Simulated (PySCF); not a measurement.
Runs of PySCF 2.14.0 on C3NH. The cell holds a molecule in a box, 5 atoms: a = 10.000 Å, b = 14.000 Å, c = 10.000 Å, α = 90.00°, β = 90.00°, γ = 90.00°. 

```csv
task,level,frozen core bands,conv_tol,exxdiv,grid for exchange and correlation,three-body dispersion term,gap on the mesh (eV)
excitation energies (Tamm-Dancoff),PBE0,4,1e-08 Ha,ewald,"Becke, atom-centred",-,7.53
atomic charges,RPBE+D4,-,1e-07 Ha,-,"Becke, atom-centred",yes,(a)
CCSD(T) correlation energy,HF,4,1e-08 Ha,ewald,-,-,14.26
atomic charges,M06-L+D4,-,1e-07 Ha,-,"Becke, atom-centred",yes,5.74
```

Alike in all rows: potentials or basis 6-31g* (all-electron); no spin polarisation; cell as given; k mesh 1 × 1 × 1; smearing fixed.

**Question.** Estimate the missing entries.

**Answer.** (a) 5.33.

Caveats: this is a molecule in a periodic box at the Γ point, so its band gap is the HOMO-LUMO gap; the basis of atomic orbitals isn't converged, which shifts pressures, moduli and gaps; the basis is small and the box finite, so much correlation energy is missing and levels can be off by tenths of an eV (some runs); the iterative solver can pass over a root and still report convergence (some runs).

A k mesh can miss the band edges.

Not every run made on this cell is shown here.
